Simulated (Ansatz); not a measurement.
# SiBr (quartet): from Hartree-Fock to the top rungs, aug-cc-pVDZ

Aim: climb from Hartree-Fock through coupled cluster and multireference methods for SiBr (quartet) at one geometry and basis, and see what each rung misses.

Program: Ansatz 0.2.0, Gaussian basis. Level of theory: aug-cc-pVDZ, core rule «outside noble gas», up to 19 orbitals frozen. These are calculated values, not measurements.

The runs, in order: UHF; CCSD(T) on ROHF; CCSD(T) on UHF; BCCD(T) on ROHF; CISD; CCSDT(Q) on ROHF; CCSDT(Q) on UHF; CASSCF and MRCISD+Q, 11 electrons in 8 orbitals; CASSCF and NEVPT2, 11 electrons in 8 orbitals.

22 further runs of the same task are left out: 2 for a known fault of the program, 8 that didn't finish, 12 set aside as unsound or not needed.

### 1 The geometry

The geometry is a PBE0/def2-TZVPD stationary point (not a proven minimum) of the parent state, kept for this charge and spin. No spin-orbit coupling is included. The filled d shell of Br may be among the frozen orbitals whatever the setting's name suggests; the logs give the count.

2 atoms, charge 0, spin multiplicity 4.

Atoms are counted from 1 here; the program's logs count them from 0.

Bond lengths: Si1–Br2 2.426 Å.

### 2 UHF

File in.yaml:

```yaml
crystal:
  periodic: [false, false, false]
  atoms:
    - {symbol: Si, position_ang: [0.000000, 0.000000, 0.000000]}
    - {symbol: Br, position_ang: [0.000000, 0.000000, 2.426100]}
basis:
  gaussian: {orbitals: aug-cc-pVDZ}
magnetization: {spin_polarized: true, initial_magnetization: 3}
hamiltonian: {xc: hf}
output: {orbitals: {seedname: orbitals}}
```

Command:

```console
$ ansatz run in.yaml --threads 1 --pin off --events-out ev --progress --plain --max-ram 2393MiB
```

After this run come: CCSD(T) on ROHF; CCSD(T) on UHF; BCCD(T) on ROHF; CISD; CCSDT(Q) on ROHF; CCSDT(Q) on UHF; CASSCF and MRCISD+Q, 11 electrons in 8 orbitals; CASSCF and NEVPT2, 11 electrons in 8 orbitals.

**Question.** What will the summary of the whole plan be? Wanted: UCCSDT(Q) below the RHF energy; RMP2 from UCCSDT(Q); UMP2 from UCCSDT(Q); RCCSD from UCCSDT(Q); RCCSD(T) from UCCSDT(Q); UCCSD(T) from UCCSDT(Q); RCCSDT(Q) from UCCSDT(Q); NEVPT2 valence from UCCSDT(Q); MRCISD+Q valence from UCCSDT(Q).

**Answer**, as computed:

| quantity | value |
| --- | --- |
| UCCSDT(Q) below the RHF energy | -5.3136 eV |
| RMP2 from UCCSDT(Q) | +20.10 kcal/mol |
| UMP2 from UCCSDT(Q) | +19.99 kcal/mol |
| RCCSD from UCCSDT(Q) | +5.09 kcal/mol |
| RCCSD(T) from UCCSDT(Q) | +0.99 kcal/mol |
| UCCSD(T) from UCCSDT(Q) | +0.97 kcal/mol |
| RCCSDT(Q) from UCCSDT(Q) | +0.05 kcal/mol |
| NEVPT2 valence from UCCSDT(Q) | +27.27 kcal/mol |
| MRCISD+Q valence from UCCSDT(Q) | +2.06 kcal/mol |
| levels within 1 kcal/mol (43 meV) | RCCSD(T), UCCSD(T), RCCSDT, UCCSDT, RCCSDT(Q) |
| T1 diagnostic | 0.037 |
| effectively unpaired electrons | 3.01 |

**Reading.** RCCSD(T) lands +0.99 kcal/mol from the yardstick (0.8 % of the correlation energy). One determinant dominates. Of the multireference levels listed MRCISD+Q valence comes nearest in total energy (+2.06 kcal/mol), which doesn't show that its space is the better one. These misses are within one basis, not against nature; the frozen cores of restricted and unrestricted runs differ, which can shift their rows.
